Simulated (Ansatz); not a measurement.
# Au: the cost of one run

Program: Ansatz 0.2.0. Level of theory: DFT PBE, scalar-relativistic, plane waves, PAW. These are calculated values, not measurements.

The COD cell was measured well above room temperature, so it is larger than a cold one.

2 further runs of the same task are left out: 1 that didn't finish, 1 set aside as unsound or not needed. Runs told in other sessions of the task aren't counted.

## 1. The structure to begin with

The structure is cubic, space group Fm-3m (No. 225). Conventional cell: a = 4.158 Å, b = 4.158 Å, c = 4.158 Å, α = 90.00°, β = 90.00°, γ = 90.00°. Around Au (site symmetry m-3m) lie 12 Au at 2.94 Å.

Coordinates:

```cif
data_structure
_symmetry_space_group_name_H-M 'P 1'
_symmetry_Int_Tables_number 1
_cell_length_a 2.9402
_cell_length_b 2.9402
_cell_length_c 14.4040
_cell_angle_alpha 90.000
_cell_angle_beta 90.000
_cell_angle_gamma 60.000
_cell_volume 107.84
loop_
_atom_site_label
_atom_site_type_symbol
_atom_site_fract_x
_atom_site_fract_y
_atom_site_fract_z
_atom_site_occupancy
Au1 Au 0.66667 0.66667 0.16667 1
Au2 Au 0.00000 0.00000 0.00000 1
Au3 Au 0.33333 0.33333 0.33333 1
Au4 Au 0.66667 0.66667 0.66667 1
Au5 Au 0.00000 0.00000 0.50000 1
Au6 Au 0.33333 0.33333 0.83333 1
```

It is built from the cell relaxed beforehand with the same method (17.97 Å³/atom).

## 2. The undisturbed cell

Input file input.yaml:

```yaml
crystal:
  lattice:
    - [2.0790388404, -2.0790388404, 0.0]
    - [2.0790388404, 0.0, -2.0790388404]
    - [8.3161553618, 8.3161553618, 8.3161553618]
  atoms:
    - { symbol: Au, position: [0.6666666667, 0.6666666667, 0.1666666667] }
    - { symbol: Au, position: [0.0, 0.0, 0.0] }
    - { symbol: Au, position: [0.3333333333, 0.3333333333, 0.3333333333] }
    - { symbol: Au, position: [0.6666666667, 0.6666666667, 0.6666666667] }
    - { symbol: Au, position: [0.0, 0.0, 0.5] }
    - { symbol: Au, position: [0.3333333333, 0.3333333333, 0.8333333333] }
basis:
  ecutwfc: 420
kpoints:
  mp_grid: { grid: [23, 23, 4] }
hamiltonian:
  xc: pbe
scf:
  occupations: { method: gaussian, width: 0.15 }
output:
  forces: true
  stress: true
  eigenvalues: true
  write_density: true
  write_potential: true
  elf: true
  volumetric_format: npy
```

The run is started by

```sh
$ ansatz run input.yaml --threads 2 --pin off --max-ram 5120MiB --backend cpu --events-out ev --progress --plain --runs-dir out
```

What time and memory should one allow on 2 threads of Intel Xeon 6975P-C (Granite Rapids), shared host?

About 25 s, with a peak of 1.2 GiB.
